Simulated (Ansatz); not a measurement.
# Si7SbO16: the cost of one run

Computed with Ansatz 0.2.0 (DFT, PBE, plane-wave PAW, default files, scalar-relativistic, as far as a step names no other, unless a step's input says otherwise).

## 1. The starting structure

The structure is monoclinic, space group C2 (No. 5). Conventional cell: a = 15.607 Å, b = 7.046 Å, c = 7.046 Å, α = 90.00°, β = 116.84°, γ = 90.00°. Sb (site symmetry 2) has 4 O at 1.60 to 1.61 Å as nearest neighbours. Around Si (site symmetry 2) lie 4 O at 1.60 to 1.61 Å. Si (site symmetry 1) is surrounded by 4 O at 1.60 to 1.61 Å. O (site symmetry 1) has 1 Sb at 1.60 Å and 1 Si at 1.61 Å as nearest neighbours. O (site symmetry 1) has 2 Si at 1.60 to 1.61 Å as nearest neighbours. Only part of the 13 independent sites is listed.

Coordinates:

```cif
data_structure
_symmetry_space_group_name_H-M 'C2'
_symmetry_Int_Tables_number 5
_cell_length_a 15.6069
_cell_length_b 7.0456
_cell_length_c 7.0456
_cell_angle_alpha 90.000
_cell_angle_beta 116.836
_cell_angle_gamma 90.000
_cell_volume 691.30
loop_
_atom_site_label
_atom_site_type_symbol
_atom_site_symmetry_multiplicity
_atom_site_Wyckoff_symbol
_atom_site_fract_x
_atom_site_fract_y
_atom_site_fract_z
_atom_site_occupancy
Sb1 Sb 2 a 0.00000 0.29897 0.00000 1
Si1 Si 2 b 0.00000 0.79897 0.50000 1
Si2 Si 4 c 0.87500 0.50000 0.57603 1
Si3 Si 4 c 0.87500 0.00000 0.07603 1
Si4 Si 4 c 0.75000 0.70103 0.75000 1
O1 O 4 c 0.91093 0.17168 0.97914 1
O2 O 4 c 0.91094 0.67168 0.47915 1
O3 O 4 c 0.78593 0.56821 0.61425 1
O4 O 4 c 0.78594 0.06821 0.11425 1
O5 O 4 c 0.66093 0.82832 0.59272 1
O6 O 4 c 0.66094 0.32832 0.09272 1
O7 O 4 c 0.53593 0.43179 0.70761 1
O8 O 4 c 0.53593 0.93179 0.20761 1
```

Atom 1 of the input is the impurity.

## 2. First run, atoms as given

input.yaml

```yaml
crystal:
  lattice:
    - [0.0, 4.982, 6.963]
    - [4.982, 0.0, 6.963]
    - [4.982, 4.982, 0.0]
  atoms:
    - { symbol: Sb, position: [0.0, 0.0, 0.29897] }
    - { symbol: Si, position: [0.5, 0.5, 0.79897] }
    - { symbol: Si, position: [0.42397, 0.82603, 0.375] }
    - { symbol: Si, position: [0.92397, 0.32603, 0.875] }
    - { symbol: Si, position: [0.25, 0.25, 0.45103] }
    - { symbol: Si, position: [0.75, 0.75, 0.95103] }
    - { symbol: Si, position: [0.07603, 0.67397, 0.125] }
    - { symbol: Si, position: [0.57603, 0.17397, 0.625] }
    - { symbol: O, position: [0.020855, 0.157275, 0.082615] }
    - { symbol: O, position: [0.520855, 0.657275, 0.582615] }
    - { symbol: O, position: [0.385745, 0.042385, 0.354145] }
    - { symbol: O, position: [0.885745, 0.542385, 0.854145] }
    - { symbol: O, position: [0.407275, 0.270855, 0.489255] }
    - { symbol: O, position: [0.907275, 0.770855, 0.989255] }
    - { symbol: O, position: [0.292385, 0.635745, 0.967725] }
    - { symbol: O, position: [0.792385, 0.135745, 0.467725] }
    - { symbol: O, position: [0.114255, 0.457615, 0.282275] }
    - { symbol: O, position: [0.614255, 0.957615, 0.782275] }
    - { symbol: O, position: [0.092725, 0.229145, 0.667385] }
    - { symbol: O, position: [0.592725, 0.729145, 0.167385] }
    - { symbol: O, position: [0.207615, 0.864255, 0.395855] }
    - { symbol: O, position: [0.707615, 0.364255, 0.895855] }
    - { symbol: O, position: [0.479145, 0.342725, 0.760745] }
    - { symbol: O, position: [0.979145, 0.842725, 0.260745] }
total_charge: 1
kpoints:
  mp_grid: { grid: [3, 3, 3] }
scf:
  occupations: { method: fermi_dirac, width: 0.01 }
hamiltonian:
  xc: pbe
  pseudopotentials: { kind: paw }
output:
  forces: true
  stress: true
  populations: true
  efg:
    quadrupole_moments_barn: { Sb: -0.543, O: -0.02558 }
    contact_densities: true
  write_density: true
  write_potential: true
  elf: true
  volumetric_format: npy
```

Command:

```console
ansatz run input.yaml --threads 1 --pin off --max-ram 3072MiB --backend cpu --events-out ev --progress --plain --runs-dir out
```

**Question.** How long does this run take on 1 thread of Arm Neoverse V2, shared host, and how much memory does it need?

About 74 s, with a peak of 0.67 GiB.
